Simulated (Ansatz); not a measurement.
# AlF3H2O: basis-set convergence

An exercise on one series of results from a longer session: the logs are not shown, and one member is left open.

Program: Ansatz 0.2.0, Gaussian basis. Level of theory: one geometry, several basis sets. These are calculated values, not measurements.

The runs, in order: PBE0-D4/def2-SVP; ωB97M-V/def2-SVP; PBE0-D4/def2-QZVPP; ωB97M-V/def2-QZVPP; the functionals' def2-TZVPP values are taken from earlier runs.

## Structure used throughout

All runs share one geometry, relaxed beforehand with PBE0-D4 in a triple-zeta def2 set.

SMILES `[OH2+][Al-]([F])([F])[F]`, 7 atoms, charge 0, spin multiplicity 1.

Atoms are counted from 1 here; the program's logs count them from 0.

Bond lengths: O1–Al2 1.937 Å, O1–H6 0.965 Å, O1–H7 0.965 Å, Al2–F3 1.655 Å, Al2–F4 1.644 Å, Al2–F5 1.655 Å. Angles: Al2–O1–H6 112.3°, Al2–O1–H7 112.3°, H6–O1–H7 108.5°, O1–Al2–F3 96.2°, O1–Al2–F4 105.3°, O1–Al2–F5 96.2°, F3–Al2–F4 117.2°, F3–Al2–F5 118.0°, F4–Al2–F5 117.2°.

The first run:

in.yaml

```yaml
crystal:
  periodic: [false, false, false]
  atoms:
    - {symbol: O, position_ang: [-0.871034, 0.586122, 0.358029]}
    - {symbol: Al, position_ang: [0.496001, -0.551030, -0.409891]}
    - {symbol: F, position_ang: [0.962532, -1.255219, 1.013295]}
    - {symbol: F, position_ang: [-0.290359, -1.501313, -1.496859]}
    - {symbol: F, position_ang: [1.430081, 0.675140, -1.012381]}
    - {symbol: H, position_ang: [-0.962386, 0.456163, 1.310015]}
    - {symbol: H, position_ang: [-0.703634, 1.522036, 0.191991]}
basis:
  gaussian: {orbitals: def2-SVP}
hamiltonian: {xc: pbe0, dispersion: d4}
output: {orbitals: {seedname: orbitals}}
```

Steps of the session up to this table: PBE0-D4 in def2-SVP; ωB97M-V in def2-SVP; PBE0-D4 in def2-QZVPP; ωB97M-V in def2-QZVPP.

One table of the session follows, with a row left open; its other results are not shown here.

It belongs to the step «Functionals by basis». 

```
functional       basis  HOMO (eV)
   PBE0-D4    def2-SVP          ?
   PBE0-D4  def2-TZVPP     -10.63
   PBE0-D4  def2-QZVPP     -10.70
   ωB97M-V    def2-SVP     -12.74
   ωB97M-V  def2-TZVPP     -13.17
   ωB97M-V  def2-QZVPP     -13.26
```

**Question.** Estimate the row for PBE0-D4, def2-SVP.

As computed: HOMO (eV): -10.25. In the column «HOMO (eV)» it is the highest.
